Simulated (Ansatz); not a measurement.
**BBrF2 (SMILES FB(F)Br): PBE/aug-cc-pVDZ**

Aim: the vertical singlet–triplet gap of BBrF2 at PBE/aug-cc-pVDZ, from 2 runs. 

Program for the calculation: Ansatz 0.2.0.

45 further runs of the same task are left out: 3 that didn't finish, 42 set aside as unsound or not needed.

## (1) The system as given

BBrF2: 4 atoms, total charge 0, spin state singlet. As SMILES, `FB(F)Br`. Geometry: relaxed at PBE0-D4/def2-TZVP.

Bond lengths: F1–B2 1.309 Å, B2–F3 1.309 Å, B2–Br4 1.903 Å. Angles: F1–B2–F3 119.2°, F1–B2–Br4 120.4°, F3–B2–Br4 120.4°.

## (2) A single-point energy at PBE/aug-cc-pVDZ

The input, input.yaml:

```yaml
crystal:
  periodic: [false, false, false]
  atoms:
    - {symbol: F, position_ang: [-0.215650, -1.366490, -0.109870]}
    - {symbol: B, position_ang: [-0.127940, -0.063330, -0.022770]}
    - {symbol: F, position_ang: [-1.212420, 0.659630, -0.144250]}
    - {symbol: Br, position_ang: [1.556010, 0.770190, 0.276890]}
basis:
  gaussian:
    orbitals: aug-cc-pVDZ
hamiltonian:
  xc: pbe
accuracy: high
output: {orbitals: {seedname: orbitals}}
```

Launch:

```console
$ ansatz run input.yaml --threads 1 --pin off --max-ram 3480MiB --events-out events.jsonl --progress --plain --runs-dir runs
```

Log:

```text
Warning: RAYON_NUM_THREADS=1 ignored (pool sized by the plan → 1); use --threads N
Functional definition: PBE
  name "PBE"
  parameter kappa = 0.804
  parameter beta = 0.06672455060314922
  exchange = pbe_x(kappa = kappa, mu = beta*pi^2/3)
  correlation = pbe_c(beta = beta)
2019 factors; integrals over basis functions are off by at most 4.3e-9 eV
mean field evaluation 1: about -76141.0335 eV, gradient 4.1e1 eV
mean field evaluation 2: about -76133.6983 eV, gradient 8.0e1 eV
mean field evaluation 4: about -76143.6684 eV, gradient 1.9e0 eV
mean field evaluation 8: about -76143.6779 eV, gradient 2.1e-2 eV
mean field evaluation 16: about -76143.6779 eV, gradient 2.4e-7 eV
mean field -76143.67787851 eV, -2798.2285499967 hartree, gradient 4.4e-8 eV, S^2 0.000000; 0 other end points of the search recorded, 0 dependent functions left out
reference -76143.67788347 eV, -2798.2285501789 hartree; 29, 29 occupied and 76, 76 virtual orbitals, 2019 factors
Total energy: -76143.67788347 eV, -2798.2285501789 hartree
```

It took 8.1 s on 1 thread of Arm Neoverse V1, shared host; peak memory 0.27 GiB.

## (3) The triplet, same level

The input, in.yaml:

```yaml
crystal:
  periodic: [false, false, false]
  atoms:
    - {symbol: F, position_ang: [-0.215650, -1.366490, -0.109870]}
    - {symbol: B, position_ang: [-0.127940, -0.063330, -0.022770]}
    - {symbol: F, position_ang: [-1.212420, 0.659630, -0.144250]}
    - {symbol: Br, position_ang: [1.556010, 0.770190, 0.276890]}
basis:
  gaussian:
    orbitals: aug-cc-pVDZ
magnetization:
  spin_polarized: true
  initial_magnetization: 2
hamiltonian:
  xc: pbe
accuracy: high
output: {orbitals: {seedname: orbitals}}
```

Launch:

```console
$ ansatz run in.yaml --threads 1 --pin off --max-ram 3480MiB --events-out events.jsonl --progress --plain --runs-dir runs
```

Log:

```text
Warning: RAYON_NUM_THREADS=1 ignored (pool sized by the plan → 1); use --threads N
[... 6 set-up lines as earlier in the session ...]
2019 factors; integrals over basis functions are off by at most 4.3e-9 eV
mean field evaluation 1: about -76130.4848 eV, gradient 3.8e1 eV
mean field evaluation 2: about -76080.4614 eV, gradient 1.1e2 eV
mean field evaluation 4: about -76135.7164 eV, gradient 1.4e1 eV
mean field evaluation 8: about -76136.8537 eV, gradient 2.0e-1 eV
mean field evaluation 16: about -76136.8526 eV, gradient 4.7e-4 eV
mean field evaluation 32: about -76136.8526 eV, gradient 1.2e-8 eV
mean field evaluation 64: about -76136.8526 eV, gradient 9.3e-3 eV
mean field evaluation 96: about -76136.7167 eV, gradient 1.0e0 eV
mean field evaluation 128: about -76132.5254 eV, gradient 1.1e1 eV
mean field evaluation 160: about -76136.7011 eV, gradient 1.5e-2 eV
mean field -76136.85263816 eV, -2797.9777270401 hartree, gradient 2.5e-9 eV, S^2 2.003029; 8 other end points of the search recorded, 0 dependent functions left out
reference -76136.85264346 eV, -2797.9777272350 hartree; 30, 28 occupied and 75, 77 virtual orbitals, 2019 factors
Total energy: -76136.85264346 eV, -2797.9777272350 hartree
```

It took 74 s on 1 thread of Arm Neoverse V1, shared host; peak memory 0.37 GiB.

## (4) Outcome

Level: PBE/aug-cc-pVDZ.

```
                                        quantity           value
                           singlet: total energy  -2798.22855 Eh
                            singlet: HOMO energy        -7.73 eV
                            singlet: LUMO energy        -1.56 eV
                          singlet: HOMO–LUMO gap         6.17 eV
                           triplet: total energy  -2797.97773 Eh
     triplet: HOMO energy (highest over α and β)        -1.41 eV
                                   triplet: ⟨S²⟩           2.003
vertical energy of the triplet above the singlet        6.825 eV
```

What this shows: At this shape the triplet lies 6.83 eV (157 kcal/mol) above the singlet.
